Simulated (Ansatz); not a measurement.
**CH6ClOScSi: small, medium and large basis sets**

The task here is to estimate one member of a computed series from the others.

Computed with Ansatz 0.2.0, Gaussian basis. Level: one geometry, several basis sets.

The runs, in order: PBE0-D4/def2-SVP; ωB97M-V/def2-SVP; PBE0-D4/def2-QZVPP; ωB97M-V/def2-QZVPP; the functionals' def2-TZVPP values are taken from earlier runs.

**The relaxed structure**

An earlier PBE0-D4 in a triple-zeta def2 set relaxation fixed the geometry.

SMILES `[CH3][Sc]([Cl])[O][SiH3]`, 11 atoms, charge 0, spin multiplicity 1.

Atoms are counted from 1 here; the program's logs count them from 0.

Bond lengths: C1–Sc2 2.164 Å, C1–H6 1.099 Å, C1–H7 1.097 Å, C1–H8 1.097 Å, Sc2–Cl3 2.315 Å, Sc2–O4 1.869 Å, O4–Si5 1.636 Å, Si5–H9 1.487 Å, Si5–H10 1.487 Å, Si5–H11 1.487 Å. Angles: Sc2–C1–H6 110.6°, Sc2–C1–H7 111.9°, Sc2–C1–H8 112.7°, H6–C1–H7 106.9°, H6–C1–H8 106.4°, H7–C1–H8 108.0°, C1–Sc2–Cl3 119.2°, C1–Sc2–O4 114.7°, Cl3–Sc2–O4 126.1°, Sc2–O4–Si5 179.4°, O4–Si5–H9 110.0°, O4–Si5–H10 109.8°, O4–Si5–H11 110.3°, H9–Si5–H10 108.9°, H9–Si5–H11 108.8°, H10–Si5–H11 108.9°.

Set-up of the first run:

Contents of in.yaml:

```yaml
crystal:
  periodic: [false, false, false]
  atoms:
    - {symbol: C, position_ang: [-0.664447, 1.289504, 1.897231]}
    - {symbol: Sc, position_ang: [0.421971, 1.188473, 0.028978]}
    - {symbol: Cl, position_ang: [1.662376, 3.019780, -0.654772]}
    - {symbol: O, position_ang: [0.309981, -0.457109, -0.850427]}
    - {symbol: Si, position_ang: [0.229564, -1.899140, -1.618230]}
    - {symbol: H, position_ang: [-0.105813, 0.785243, 2.697979]}
    - {symbol: H, position_ang: [-0.822900, 2.324843, 2.222240]}
    - {symbol: H, position_ang: [-1.643413, 0.798076, 1.844960]}
    - {symbol: H, position_ang: [-1.163064, -2.420144, -1.578870]}
    - {symbol: H, position_ang: [1.129509, -2.877543, -0.950876]}
    - {symbol: H, position_ang: [0.646226, -1.751963, -3.038224]}
basis:
  gaussian: {orbitals: def2-SVP}
hamiltonian: {xc: pbe0, dispersion: d4}
output: {orbitals: {seedname: orbitals}}
```

The run is started by

```sh
> ansatz run in.yaml --threads 2 --pin off --events-out ev --progress --plain --max-ram 22528MiB --backend cpu
```

Steps of the session up to this table: PBE0-D4 in def2-SVP; ωB97M-V in def2-SVP; PBE0-D4 in def2-QZVPP; ωB97M-V in def2-QZVPP.

One table of the session follows, with a row left open; its other results are not shown here.

It belongs to the step «Functionals by basis». 

```
functional       basis  HOMO (eV)  LUMO (eV)
   PBE0-D4    def2-SVP      -7.38      -2.28
   PBE0-D4  def2-TZVPP      -7.44      -2.35
   PBE0-D4  def2-QZVPP      -7.45      -2.34
   ωB97M-V    def2-SVP      -9.67      -0.58
   ωB97M-V  def2-TZVPP          ?          ?
   ωB97M-V  def2-QZVPP      -9.77      -0.76
```

**Question.** Estimate the row for ωB97M-V, def2-TZVPP.

The run gave: HOMO (eV): -9.76; LUMO (eV): -0.73. In the column «HOMO (eV)» it lies between ωB97M-V, def2-QZVPP (-9.77) and ωB97M-V, def2-SVP (-9.67).
